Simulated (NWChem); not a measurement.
# AlHOF (SMILES [O][AlH][F]): UHF/aug-cc-pVDZ (tol2e 1e-08)

Aim: the electronic atomisation energy of AlHOF at UHF/aug-cc-pVDZ (tol2e 1e-08), from 5 runs. 

The results are computed with NWChem 7.3.0.

10 further runs of the same task are left out: 2 that didn't finish, 8 set aside as unsound or not needed.

### 1 The system as given

AlHOF has 4 atoms, charge 0, and is taken as a doublet. As SMILES, `[O][AlH][F]`. The shape is that of a PBE0-D4/def2-TZVP optimisation.

Bond lengths: O1–Al2 1.731 Å, Al2–F3 1.641 Å, Al2–H4 1.564 Å. Angles: O1–Al2–F3 117.5°, O1–Al2–H4 119.2°, F3–Al2–H4 123.3°.

### 2 The energy at UHF/aug-cc-pVDZ (tol2e 1e-08) (run 1)

alfho.nw

```
start alfho
title "AlFHO energy"
memory total 2200 mb

geometry units angstroms noautosym nocenter noautoz
O     -0.128300    -1.061600     1.299400
Al     0.038200     0.026100    -0.037000
F     -1.126500    -0.010300    -1.192200
H      1.272100     0.985600    -0.090400
end

basis "ao basis" spherical bse
* library aug-cc-pVDZ
end

scf
nopen 1
uhf
thresh 1e-08
maxiter 80
tol2e 1e-08
print low
end

task scf energy
```

Run with:

```
$ nwchem alfho.nw > alfho.out
```

Output:

```text
[...]
  functions       =    82
[...]
  wavefunction    = UHF
[...]
         Total SCF energy =   -416.895271418396
      One electron energy =   -760.622864642367
      Two electron energy =    253.410309309974
 Nuclear repulsion energy =     90.317283913998
                       Sz =      0.5000
                 Sz(Sz+1) =      0.7500
                      S^2 =      0.7576
[...]
```

Run time: 1.7 min. Hardware: 1 thread of Intel Xeon Platinum 8559C (Emerald Rapids), shared host; peak memory 0.097 GiB.

### 3 The Al atom (run 2)

m1.nw

```
start m1
memory 2200 mb
charge 0
geometry units angstroms noautosym nocenter noautoz
  Al     0.000000     0.000000     0.000000
end
basis "ao basis" spherical bse
  * library aug-cc-pVDZ
end
scf
  nopen 1
  uhf
  thresh 1e-08
  maxiter 80
  tol2e 1e-08
  print low
end
task scf
```

Run the same way, it converges to -241.87416 Eh (log not shown).

Run 3 isn't shown in full; the table further down has it.

### 4 The H atom, same level (run 4)

work.nw

```
start work
memory 2200 mb

geometry noautosym nocenter noautoz
   H      0.000000     0.000000     0.000000
end

basis spherical bse
   * library aug-cc-pVDZ
end

scf
   doublet
   uhf
   thresh 1e-08
   maxiter 80
   tol2e 1e-08
   noprint "final vectors analysis"
end

task scf energy
```

Run the same way, it converges to -0.49933 Eh (log not shown).

### 5 The O atom at the same level (run 5)

mol.nw

```
start mol
title "O"
memory 2200 mb
charge 0
geometry units angstroms noautosym nocenter noautoz
  O      0.000000     0.000000     0.000000
end
basis spherical bse
  * library aug-cc-pVDZ
end
scf
  triplet
  uhf
  thresh 1e-08
  maxiter 80
  tol2e 1e-08
  print low
end
task scf
```

Run with:

```
$ nwchem mol.nw > mol.out
```

Output:

```text
[...]
  functions       =    23
[...]
  wavefunction    = UHF
[...]
         Total SCF energy =    -74.796600754426
      One electron energy =   -103.174968762061
      Two electron energy =     28.378368007636
 Nuclear repulsion energy =      0.000000000000
                       Sz =      1.0000
                 Sz(Sz+1) =      2.0000
                      S^2 =      2.0084
[...]
```

Wall time 0.72 s (1 thread of Intel Xeon Platinum 8559C (Emerald Rapids), shared host); peak memory 0.096 GiB.

### 6 All runs side by side

```csv
run,partner,energy (Eh),⟨S²⟩,wall time
1,base,-416.895271,0.758,1.7 min
2,atoms,-241.874158,0.768,2.7 s
3,atoms,-99.381092,0.754,0.76 s
4,atoms,-0.499334,0.750,0.56 s
5,atoms,-74.796601,2.008,0.72 s
```

### 7 Summary of results

At UHF/aug-cc-pVDZ (tol2e 1e-08):

| quantity | value |
| --- | --- |
| O atom: total energy | -74.79660 Eh |
| O atom: ⟨S²⟩ | 2.008 |
| electronic atomisation energy | 9.363 eV |

What this shows: Taking the molecule apart into free atoms costs 9.36 eV (903 kJ/mol), before zero-point energy and without spin-orbit coupling. Hartree–Fock lacks the correlation of the bonding pairs, which as a rule makes this value much too low; in minimal bases other errors can mask that. All runs together took 1.8 min, the longest 1.7 min.
